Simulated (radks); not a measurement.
# Hf³⁺ in [Xe] 4f14 5f1: an all-electron calculation

The task here is to estimate one member of a computed series from the others.

Method: scalar-relativistic Kohn-Sham, B86b exchange with PBE correlation, spin-unpolarised, spherical densities, finite nucleus. Code: radks (a radial shooting solver on a logarithmic mesh, Libxc functionals) version 1.

### Starting point

```
element            : hafnium (Z = 72)
charge             : +3
electrons          : 69
configuration      : [Xe] 4f14 5f1
nuclear rms radius : 5.347 fm
```

The outer shells:

Hf³⁺
```
[Xe] core
4f [↑↓][↑↓][↑↓][↑↓][↑↓][↑↓][↑↓]
5f [↑ ][  ][  ][  ][  ][  ][  ]
```

Set-up of the first run:

The run's settings:

```text
Z 72
configuration [Xe] 4f14 5f1
relativity scalar-relativistic
functional b86_mgc,pbe
spin unpolarised
nucleus finite rms 5.347 fm
c 137.035999084
```

The run is started by

```console
python run_ks.py task.json out
```

The same process makes all the runs of this session.

One table of the session follows, with a row left open; its other results are not shown here.

It belongs to the step «Orbitals and density». Radial moments (bohr):

```
level      <r>  outermost maximum (interpolated)  90 % within  nodes
   1s  0.01899                            0.0119       0.0345      0
   2s  0.08038                            0.0681        0.125      1
   2p  0.07172                            0.0557        0.117      0
   3s   0.2087                             0.192        0.306      2
   3p   0.2085                             0.190        0.312      1
   3d        ?                                 ?            ?      ?
   4s   0.4683                             0.437        0.673      3
   4p   0.4977                             0.458        0.724      2
   4d   0.5353                             0.471        0.804      1
   5s    1.125                              1.01         1.62      4
   5p    1.307                              1.15         1.90      3
   4f   0.6699                             0.455         1.13      0
   5f    4.223                              3.82         6.19      1
```

Estimate the missing values for 3d.

As computed: <r>: 0.1890; outermost maximum (interpolated): 0.155; 90 % within: 0.293; nodes: 0. In the column «<r>» it lies between 2s (0.08038) and 3p (0.2085).
